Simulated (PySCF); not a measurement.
# OS···Ca···CH2F: magnetic exchange

What do calculations give for the magnetic exchange of OS···Ca···CH2F?

Programs: PySCF 2.14.0, with routines of our own; each step states its level. All values are computed. Atoms count from 0.

## 1. The starting structure

7 atoms, charge 0, high-spin multiplicity 4; geometry from: GFN2-xTB fragments, placed rigidly.

The system (radical pair across a spacer): OS···Ca···CH2F. The radical centres are 10.66 Å apart, edge to face; the spin sites are atoms 0, 1 (2 unpaired) and atoms 2, 3, 4, 5 (1 unpaired).

## 2. Magnetic exchange: CASSCF and SC-NEVPT2/def2-SVP (3,3)

What the job is given:

```
{"job": {"kind": "cas", "basis": "def2-SVP", "active": "magnetic", "zfs": false}, "charge": 0, "high_spin_multiplicity": 4, "spin_sites": [[[0, 1], 2], [[2, 3, 4, 5], 1]]}
S      0.185500    -0.041900    -6.949400
O     -1.281600    -0.041900    -6.949400
C      0.185500    -0.041900     3.710600
F      0.236900     0.051700     5.038400
H      1.071100    -0.419500     3.241600
H     -0.582800     0.535400     3.237600
Ca     0.185500    -0.041900    -1.329400
```

With the program's defaults for keys left out, this is: CASSCF and SC-NEVPT2/def2-SVP spin states, gas phase.

Command:

```sh
OMP_NUM_THREADS=1 python exch_run.py task.json out
```

One launch serves the whole session: the jobs run in the order shown.

What it wrote:

```text
start orbitals: natural orbitals of the high-spin HF determinant (converged)
active space: 3 electrons in 3 orbitals, 29 closed; orbitals optimised for multiplicities 4 2
macro   0  E = -1287.0909774352  dE =  0.000e+00  |g| = 4.426e-02
macro   1  E = -1287.0914817079  dE = -5.043e-04  |g| = 2.571e-02
macro   2  E = -1287.0917439112  dE = -2.622e-04  |g| = 1.738e-02
macro   3  E = -1287.0918398661  dE = -9.595e-05  |g| = 1.819e-02
macro   4  E = -1287.0918893127  dE = -4.945e-05  |g| = 5.136e-03
macro   5  E = -1287.0918944192  dE = -5.106e-06  |g| = 1.568e-03
macro   6  E = -1287.0918949330  dE = -5.138e-07  |g| = 8.150e-04
macro   7  E = -1287.0918950931  dE = -1.601e-07  |g| = 4.095e-04
macro   8  E = -1287.0918951303  dE = -3.716e-08  |g| = 2.171e-04
CASSCF converged, mean energy = -1287.0918951303
2S+1 = 4  root 0  E(CAS) = -1287.09189520  E(NEVPT2) = -1287.83367316  occupations 1.000 1.000 1.000
2S+1 = 2  root 0  E(CAS) = -1287.09189506  E(NEVPT2) = -1287.83367303  occupations 1.000 1.000 1.000
```

Wall time 4.6 s (1 thread of Arm Neoverse N1, shared host).

Key values:

```csv
quantity,value
J (CASSCF),0 cm⁻¹
J (NEVPT2),0 cm⁻¹
low less high spin (NEVPT2),0.0 kcal/mol
```

Mulliken spin populations of the high-spin state:

```csv
atom,value (e)
S0,1.37
O1,0.62
C2,0.94
F3,0.05
H4,0.01
H5,0.01
Ca6,0.00
```

The fields below are evaluated on a grid from the run's orbitals.

The spin density lies nearest to S0 45 %; C2 23 %; O1 21 %.

## 3. Magnetic exchange: HF/def2-SVP

What the job is given:

```
{"job": {"kind": "bs", "xc": "HF", "basis": "def2-SVP", "rks": false}, "charge": 0, "high_spin_multiplicity": 4, "spin_sites": [[[0, 1], 2], [[2, 3, 4, 5], 1]]}
S      0.185500    -0.041900    -6.949400
O     -1.281600    -0.041900    -6.949400
C      0.185500    -0.041900     3.710600
F      0.236900     0.051700     5.038400
H      1.071100    -0.419500     3.241600
H     -0.582800     0.535400     3.237600
Ca     0.185500    -0.041900    -1.329400
```

Level: HF/def2-SVP high-spin and broken-symmetry single points, gas phase.

What it wrote:

```text
high-spin state, multiplicity 4
final grid: 69584 points
cycle   1  E = -1286.9460221240  dE =  1.658e-01  |g| = 4.855e-01  |ddm| = 2.041e+00
cycle   2  E = -1287.0434582260  dE = -9.744e-02  |g| = 3.734e-01  |ddm| = 7.890e-01
cycle   3  E = -1287.1000328279  dE = -5.657e-02  |g| = 7.594e-02  |ddm| = 2.870e-01
cycle   4  E = -1287.1078884976  dE = -7.856e-03  |g| = 3.993e-02  |ddm| = 1.941e-01
cycle   5  E = -1287.1097084558  dE = -1.820e-03  |g| = 1.655e-02  |ddm| = 1.014e-01
cycle   6  E = -1287.1101042517  dE = -3.958e-04  |g| = 1.008e-02  |ddm| = 4.477e-02
cycle   7  E = -1287.1102852427  dE = -1.810e-04  |g| = 5.549e-03  |ddm| = 3.180e-02
cycle   8  E = -1287.1103600119  dE = -7.477e-05  |g| = 2.277e-03  |ddm| = 2.112e-02
cycle   9  E = -1287.1103731522  dE = -1.314e-05  |g| = 8.821e-04  |ddm| = 7.940e-03
cycle  10  E = -1287.1103752562  dE = -2.104e-06  |g| = 3.794e-04  |ddm| = 4.274e-03
cycle  11  E = -1287.1103756506  dE = -3.945e-07  |g| = 1.245e-04  |ddm| = 2.485e-03
cycle  12  E = -1287.1103756840  dE = -3.335e-08  |g| = 4.335e-05  |ddm| = 5.062e-04
cycle  13  E = -1287.1103756891  dE = -5.149e-09  |g| = 1.749e-05  |ddm| = 1.992e-04
converged SCF energy = -1287.1103756891

broken-symmetry state, M_S = 0.5, start: spins of the second site flipped
final grid: 69584 points
cycle   1  E = -1287.1068006696  dE = -1.582e-02  |g| = 5.414e-02  |ddm| = 1.343e-01
cycle   2  E = -1287.1093463834  dE = -2.546e-03  |g| = 2.647e-02  |ddm| = 5.613e-02
cycle   3  E = -1287.1101505154  dE = -8.041e-04  |g| = 1.273e-02  |ddm| = 4.542e-02
cycle   4  E = -1287.1102873786  dE = -1.369e-04  |g| = 6.447e-03  |ddm| = 1.491e-02
cycle   5  E = -1287.1103566332  dE = -6.925e-05  |g| = 2.207e-03  |ddm| = 1.564e-02
cycle   6  E = -1287.1103678722  dE = -1.124e-05  |g| = 9.926e-04  |ddm| = 6.502e-03
cycle   7  E = -1287.1103701853  dE = -2.313e-06  |g| = 4.722e-04  |ddm| = 2.957e-03
cycle   8  E = -1287.1103707426  dE = -5.573e-07  |g| = 2.387e-04  |ddm| = 1.416e-03
cycle   9  E = -1287.1103708621  dE = -1.195e-07  |g| = 1.123e-04  |ddm| = 6.689e-04
cycle  10  E = -1287.1103708882  dE = -2.611e-08  |g| = 4.383e-05  |ddm| = 3.389e-04
cycle  11  E = -1287.1103708925  dE = -4.332e-09  |g| = 1.284e-05  |ddm| = 1.599e-04
converged SCF energy = -1287.1103708925

<S^2> high spin = 3.7973, broken symmetry = 1.7958
E(HS) - E(BS) = -1.05 cm-1
J_noodleman = 0.53 cm-1
J_unprojected = 0.35 cm-1
J_yamaguchi = 0.53 cm-1
```

It took 1.8 s on 1 thread of Arm Neoverse N1, shared host.

Key values:

```csv
quantity,value
J (Yamaguchi),1 cm⁻¹
"low less high spin, projected",0.0 kcal/mol
```

## 4. Magnetic exchange: B3LYP/def2-SVP

What the job is given:

```
{"job": {"kind": "bs", "xc": "B3LYP", "grid": 1, "basis": "def2-SVP", "rks": false}, "charge": 0, "high_spin_multiplicity": 4, "spin_sites": [[[0, 1], 2], [[2, 3, 4, 5], 1]]}
S      0.185500    -0.041900    -6.949400
O     -1.281600    -0.041900    -6.949400
C      0.185500    -0.041900     3.710600
F      0.236900     0.051700     5.038400
H      1.071100    -0.419500     3.241600
H     -0.582800     0.535400     3.237600
Ca     0.185500    -0.041900    -1.329400
```

With the program's defaults for keys left out, this is: B3LYP/def2-SVP high-spin and broken-symmetry single points, gas phase.

What it wrote:

```text
high-spin state, multiplicity 4
final grid: 34256 points
cycle   1  E = -1289.6323851427  dE = -2.200e-02  |g| = 7.670e-02  |ddm| = 5.358e-01
cycle   2  E = -1289.6302389128  dE =  2.146e-03  |g| = 1.118e-01  |ddm| = 1.597e-01
cycle   3  E = -1289.6350289432  dE = -4.790e-03  |g| = 3.341e-02  |ddm| = 9.219e-02
cycle   4  E = -1289.6354231338  dE = -3.942e-04  |g| = 1.338e-02  |ddm| = 3.285e-02
cycle   5  E = -1289.6354958001  dE = -7.267e-05  |g| = 3.225e-03  |ddm| = 1.243e-02
cycle   6  E = -1289.6355039199  dE = -8.120e-06  |g| = 8.031e-04  |ddm| = 7.892e-03
cycle   7  E = -1289.6355044436  dE = -5.237e-07  |g| = 2.979e-04  |ddm| = 2.020e-03
cycle   8  E = -1289.6355045277  dE = -8.413e-08  |g| = 9.483e-05  |ddm| = 9.055e-04
cycle   9  E = -1289.6355045430  dE = -1.526e-08  |g| = 2.700e-05  |ddm| = 4.142e-04
cycle  10  E = -1289.6355045466  dE = -3.652e-09  |g| = 1.512e-05  |ddm| = 2.224e-04
converged SCF energy = -1289.6355045466

broken-symmetry state, M_S = 0.5, start: spins of the second site flipped
final grid: 34256 points
cycle   1  E = -1289.6352801521  dE = -3.882e-03  |g| = 1.426e-02  |ddm| = 8.558e-02
cycle   2  E = -1289.6353826760  dE = -1.025e-04  |g| = 1.625e-02  |ddm| = 2.606e-02
cycle   3  E = -1289.6354585542  dE = -7.588e-05  |g| = 9.234e-03  |ddm| = 1.690e-02
cycle   4  E = -1289.6355030043  dE = -4.445e-05  |g| = 1.304e-03  |ddm| = 9.900e-03
cycle   5  E = -1289.6355036822  dE = -6.779e-07  |g| = 6.805e-04  |ddm| = 1.531e-03
cycle   6  E = -1289.6355038609  dE = -1.786e-07  |g| = 3.058e-04  |ddm| = 8.575e-04
cycle   7  E = -1289.6355039081  dE = -4.718e-08  |g| = 4.425e-05  |ddm| = 3.931e-04
cycle   8  E = -1289.6355039103  dE = -2.239e-09  |g| = 1.284e-05  |ddm| = 1.238e-04
converged SCF energy = -1289.6355039103

<S^2> high spin = 3.7592, broken symmetry = 1.7592
E(HS) - E(BS) = -0.14 cm-1
J_noodleman = 0.07 cm-1
J_unprojected = 0.05 cm-1
J_yamaguchi = 0.07 cm-1
```

Wall time 9.2 s (1 thread of Arm Neoverse N1, shared host).

In short:

```csv
quantity,value
J (Yamaguchi),0 cm⁻¹
"low less high spin, projected",0.0 kcal/mol
```

## 5. The levels compared

J for H = −2J S1·S2; the gap is low spin less high spin (projected; unprojected where the broken-symmetry state collapsed; or NEVPT2):

```csv
step,level,geometry,J (cm⁻¹),gap (kcal/mol),time
2,"CASSCF and SC-NEVPT2/def2-SVP (3,3)",one,0,0.0,4.6 s
3,HF/def2-SVP,one,1,0.0,1.8 s
4,B3LYP/def2-SVP,one,0,0.0,9.2 s
```

CASSCF times leave out a start SCF that an earlier step had already made.

## 6. Outcome

| quantity | value |
| --- | --- |
| J (CASSCF) (step 2, CASSCF and SC-NEVPT2/def2-SVP (3,3)) | 0 cm⁻¹ |
| J (NEVPT2) (step 2, CASSCF and SC-NEVPT2/def2-SVP (3,3)) | 0 cm⁻¹ |
| low less high spin (NEVPT2) (step 2, CASSCF and SC-NEVPT2/def2-SVP (3,3)) | 0.0 kcal/mol |
| J | 0 (CASSCF and SC-NEVPT2/def2-SVP (3,3)) to 1 cm⁻¹ (HF/def2-SVP) |

What this shows: The levels with a meaningful J give a negligible coupling, from 0 to 1 cm⁻¹.
